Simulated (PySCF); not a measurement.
**[Lu(OH)2]+: other functionals and bases at one geometry**

One table from this session's results is given with a row withheld; the runs are named, their logs left out.

Program: PySCF 2.14.0. Level of theory: several levels, as the steps say, no spin–orbit coupling. These are calculated values, not measurements.

1 further run of the same task is left out (for a known fault of the program).

### The starting structure

5 atoms, charge 1, spin multiplicity 1.

Bond lengths: Lu1–O2 1.914 Å, Lu1–O4 1.914 Å, O2–H3 0.961 Å, O4–H5 0.961 Å. Angles: O2–Lu1–O4 116.7°, Lu1–O2–H3 166.2°, Lu1–O4–H5 166.2°.

As a file:

```xyz
5

Lu    0.0000    0.0000   -0.5078
O     1.6288   -0.0354    0.4960
H     2.3026   -0.0495    1.1814
O    -1.6288    0.0354    0.4960
H    -2.3026    0.0495    1.1814
```

Formal oxidation states: Lu +3. Each metal's 14 4f electrons lie in its core potential, so multiplicities, spins and levels count the valence alone. An earlier session relaxed this geometry at PBE0, Lu lcecp-1-SVP with ECP60, O def2-SVP, H def2-SVP (singlet, point group C2v).

At PBE0 on the finer grid: E = -191.237515 Eh, HOMO -13.81 eV, LUMO -7.47 eV, Mulliken charge on Lu1 +1.35 e, largest force component 0.013 eV/Å. 

Levels to run: M06-L; BLYP; PBE0, TZVP. Hardware: 2 threads of Arm Neoverse V1, shared host.

The first run:

The input, run.py (the lines that set the calculation):

```python
mol = gto.M(atom='''
Lu     0.00000     0.00000    -0.50778
O      1.62884    -0.03539     0.49597
H      2.30264    -0.04948     1.18139
O     -1.62884     0.03539     0.49597
H     -2.30264     0.04948     1.18139''',
    basis={'Lu': 'lcecp-1-SVP', 'O': 'def2-SVP', 'H': 'def2-SVP'},
    ecp={'Lu': 'lcecp-1-SVP'},
    charge=1, spin=0)
mf = dft.RKS(mol, xc='M06L')
mf.grids.atom_grid = (75, 302)  # f atoms: unpruned, at least (60, 302)
mf = mf.density_fit()  # fitting sets: Lu AutoAux, O def2-universal-JKFIT, H def2-universal-JKFIT
mf.conv_tol = 1e-08; mf.max_cycle = 55
mf.kernel(dm0)  # dm0: the density of the relaxed state
```

Run with:

```sh
> OMP_NUM_THREADS=2 python run.py
```

Among the steps run: M06-L; BLYP; PBE0, TZVP.

One of the session's tables, all rows but one given; the rest of the session is left out.

| level | HOMO (eV) | gap (eV) | charge on Lu1 (e) | dipole (D) | largest force component (eV/Å) |
| --- | --- | --- | --- | --- | --- |
| PBE0 (relaxed here) | -13.81 | 6.34 | 1.35 | 2.35 | 0.01 |
| M06-L | -12.34 | 5.21 | 1.43 | 2.43 | 0.40 |
| BLYP | ? | ? | ? | ? | ? |
| PBE0, TZVP | -13.86 | 6.40 | 1.77 | 2.53 | 0.16 |

Q: Estimate the row for BLYP from the others.

As computed: HOMO (eV): -12.09; gap (eV): 3.77; charge on Lu1 (e): 1.18; dipole (D): 1.95; largest force component (eV/Å): 0.75. In the column «HOMO (eV)» it is the highest.

The dipole of a charged species depends on the origin, so these sizes hold for this origin alone.

In one basis the HOMO–LUMO gap runs from 3.77 eV (BLYP) to 6.34 eV (PBE0). The largest leftover force, 0.75 eV/Å with BLYP, stands at a geometry relaxed at another level. With 4f in the core, its levels are missing from HOMO and gap, and its count is fixed, so no charge can pass from the ligands into it. Total energies of different levels can't be compared.
